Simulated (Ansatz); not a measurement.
# BGeH: the cost of one run

Computed with Ansatz 0.2.0, Gaussian basis. Level: cc-pVTZ, core rule «outside noble gas», up to 15 orbitals frozen.

Plan: UHF; CCSD(T) on RHF; CCSD(T) on UHF; BCCD(T) on RHF; CCSDT(Q) on RHF; CCSDT(Q) on UHF; CASSCF and MRCISD+Q, 8 electrons in 9 orbitals; CASSCF and NEVPT4(SD), 8 electrons in 9 orbitals; CASSCF and NEVPT2, 8 electrons in 9 orbitals.

4 further runs of the same task are left out: 4 set aside as unsound or not needed.

## Step 1: What is computed

The geometry is a PBE0/def2-TZVP stationary point (not a proven minimum) of the parent state, kept for this charge and spin. No spin-orbit coupling is included. The filled d shell of Ge may be among the frozen orbitals whatever the setting's name suggests; the logs give the count.

3 atoms, charge 0, spin multiplicity 1.

Atoms are counted from 1 here; the program's logs count them from 0.

Bond lengths: Ge1–B2 1.940 Å, B2–H3 1.189 Å. Angles: Ge1–B2–H3 180.0°.

## Step 2: UHF

Contents of in.yaml:

```yaml
crystal:
  periodic: [false, false, false]
  atoms:
    - {symbol: Ge, position_ang: [0.000000, 0.000000, 1.689721]}
    - {symbol: B, position_ang: [0.000000, 0.000000, -0.250601]}
    - {symbol: H, position_ang: [0.000000, 0.000000, -1.439120]}
basis:
  gaussian: {orbitals: cc-pVTZ}
magnetization: {spin_polarized: true, initial_magnetization: 0}
hamiltonian: {xc: hf}
output: {orbitals: {seedname: orbitals}}
```

Run with:

```sh
ansatz run in.yaml --threads 1 --pin off --events-out ev --progress --plain --max-ram 4096MiB --backend cpu
```

What time and memory should one allow on 1 thread of AMD EPYC 7R13, shared host?

About 6 s, with a peak of 0.25 GiB.
